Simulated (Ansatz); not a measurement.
# CH6SiTe (SMILES C[SiH2][TeH]): HF/3-21G

What is the vertical singlet–triplet gap of CH6SiTe at HF/3-21G? 

The results are computed with Ansatz 0.2.0.

55 further runs of the same task are left out: 55 set aside as unsound or not needed. Runs told in other sessions of the task aren't counted.

**1. The molecule**

The species is CH6SiTe (9 atoms), meant as a singlet with charge 0. SMILES: `C[SiH2][TeH]`. Geometry: relaxed at PBE0-D4/def2-TZVP. This is one conformer, not always the lowest.

Bond lengths: C1–Si2 1.867 Å, Si2–Te3 2.500 Å, C1–H4 1.094 Å, C1–H5 1.091 Å, C1–H6 1.092 Å, Si2–H7 1.487 Å, Si2–H8 1.486 Å, Te3–H9 1.658 Å. Some angles: C1–Si2–Te3 112.6°, C1–Si2–H7 111.4°, C1–Si2–H8 110.5°, Te3–Si2–H7 103.6°, Te3–Si2–H8 109.7°, Si2–C1–H4 110.3°, Si2–C1–H5 110.6°, Si2–C1–H6 110.6°, Si2–Te3–H9 91.7°, H7–Si2–H8 108.9°.

**2. The energy at HF/3-21G**

in.yaml reads:

```yaml
crystal:
  periodic: [false, false, false]
  atoms:
    - {symbol: C, position_ang: [-0.793600, 0.726300, -0.609100]}
    - {symbol: Si, position_ang: [0.377700, -0.686600, -0.266400]}
    - {symbol: Te, position_ang: [1.980400, -0.179800, 1.584400]}
    - {symbol: H, position_ang: [-1.456300, 0.475200, -1.442000]}
    - {symbol: H, position_ang: [-0.240000, 1.632000, -0.862400]}
    - {symbol: H, position_ang: [-1.409800, 0.936300, 0.267700]}
    - {symbol: H, position_ang: [1.262200, -0.952200, -1.431600]}
    - {symbol: H, position_ang: [-0.380500, -1.924300, 0.053300]}
    - {symbol: H, position_ang: [0.748200, -0.073200, 2.689000]}
basis:
  gaussian:
    orbitals: 3-21G-spherical.json
hamiltonian:
  xc: hf
accuracy: high
output:
  orbitals: {seedname: orbitals}
```

The basis set 3-21G is read from a file made from the Basis Set Exchange's data (not shown).

Command:

```sh
ansatz run in.yaml --threads 1 --pin off --max-ram 2610MiB --events-out events.jsonl --progress --plain --runs-dir runs
```

Log:

```text
Warning: RAYON_NUM_THREADS=1 ignored (pool sized by the plan → 1); use --threads N
Functional definition: HF
  name "HF"
  exchange = exact_x
  correlation = 0
1417 factors; integrals over basis functions are off by at most 5.2e-9 eV
mean field evaluation 1: about -188063.0818 eV, gradient 1.8e1 eV
mean field evaluation 2: about -188063.3244 eV, gradient 1.8e1 eV
mean field evaluation 4: about -188064.4124 eV, gradient 1.5e0 eV
mean field evaluation 8: about -188064.4211 eV, gradient 2.2e-4 eV
mean field -188064.42105807 eV, -6911.2399992411 hartree, gradient 1.1e-8 eV, S^2 0.000000; 0 other end points of the search recorded, 0 dependent functions left out
reference -188064.42105807 eV, -6911.2399992411 hartree; 39, 39 occupied and 26, 26 virtual orbitals, 1417 factors
Total energy: -188064.42105807 eV, -6911.2399992411 hartree
```

It took 1.7 s on 1 thread of Arm Neoverse V1, shared host; peak memory 0.16 GiB.

**3. The triplet**

run.yaml reads:

```yaml
crystal:
  periodic: [false, false, false]
  atoms:
    - symbol: C
      position_ang: [-0.793600, 0.726300, -0.609100]
    - symbol: Si
      position_ang: [0.377700, -0.686600, -0.266400]
    - symbol: Te
      position_ang: [1.980400, -0.179800, 1.584400]
    - symbol: H
      position_ang: [-1.456300, 0.475200, -1.442000]
    - symbol: H
      position_ang: [-0.240000, 1.632000, -0.862400]
    - symbol: H
      position_ang: [-1.409800, 0.936300, 0.267700]
    - symbol: H
      position_ang: [1.262200, -0.952200, -1.431600]
    - symbol: H
      position_ang: [-0.380500, -1.924300, 0.053300]
    - symbol: H
      position_ang: [0.748200, -0.073200, 2.689000]
basis:
  gaussian:
    orbitals: 3-21G-spherical.json
magnetization:
  spin_polarized: true
  initial_magnetization: 2
hamiltonian:
  xc: hf
accuracy: high
output:
  orbitals: {seedname: orbitals}
```

The basis set 3-21G is read from a file made from the Basis Set Exchange's data (not shown).

Command:

```sh
ansatz run run.yaml --threads 1 --pin off --max-ram 2610MiB --events-out events.jsonl --progress --plain --runs-dir runs
```

Log:

```text
Warning: RAYON_NUM_THREADS=1 ignored (pool sized by the plan → 1); use --threads N
[... 4 set-up lines as earlier in the session ...]
1415 factors; integrals over basis functions are off by at most 5.2e-9 eV
mean field evaluation 1: about -188058.4191 eV, gradient 1.3e1 eV
mean field evaluation 2: about -188058.7872 eV, gradient 1.3e1 eV
mean field evaluation 4: about -188060.0462 eV, gradient 1.5e0 eV
mean field evaluation 8: about -188060.1048 eV, gradient 3.3e-1 eV
mean field evaluation 16: about -188060.1595 eV, gradient 3.8e-3 eV
mean field evaluation 32: about -188060.1401 eV, gradient 3.6e-1 eV
mean field evaluation 64: about -188054.9222 eV, gradient 1.7e1 eV
mean field evaluation 96: about -188060.1594 eV, gradient 7.2e-2 eV
mean field -188060.15953230 eV, -6911.0833910577 hartree, gradient 6.1e-8 eV, S^2 2.017619; 1 other end points of the search recorded, 0 dependent functions left out
reference -188060.15953230 eV, -6911.0833910577 hartree; 40, 38 occupied and 25, 27 virtual orbitals, 1415 factors
Total energy: -188060.15953230 eV, -6911.0833910577 hartree
```

It took 6.3 s on 1 thread of Arm Neoverse V1, shared host; peak memory 0.24 GiB.

**4. Summary of results**

Level: HF/3-21G.

| quantity | value |
| --- | --- |
| singlet: total energy | -6911.24000 Eh |
| singlet: HOMO energy | -8.62 eV |
| singlet: LUMO energy | 2.85 eV |
| singlet: HOMO–LUMO gap | 11.47 eV |
| triplet: total energy | -6911.08339 Eh |
| triplet: HOMO energy (highest over α and β) | -4.10 eV |
| triplet: LUMO energy (lowest over α and β) | -0.92 eV |
| triplet: ⟨S²⟩ | 2.018 |
| vertical energy of the triplet above the singlet | 4.262 eV |

What this shows: At this shape the triplet lies 4.26 eV (98 kcal/mol) above the singlet. Relativity is left out (singlet) although the molecule holds a heavy atom. Relativity is left out (triplet) although the molecule holds a heavy atom.
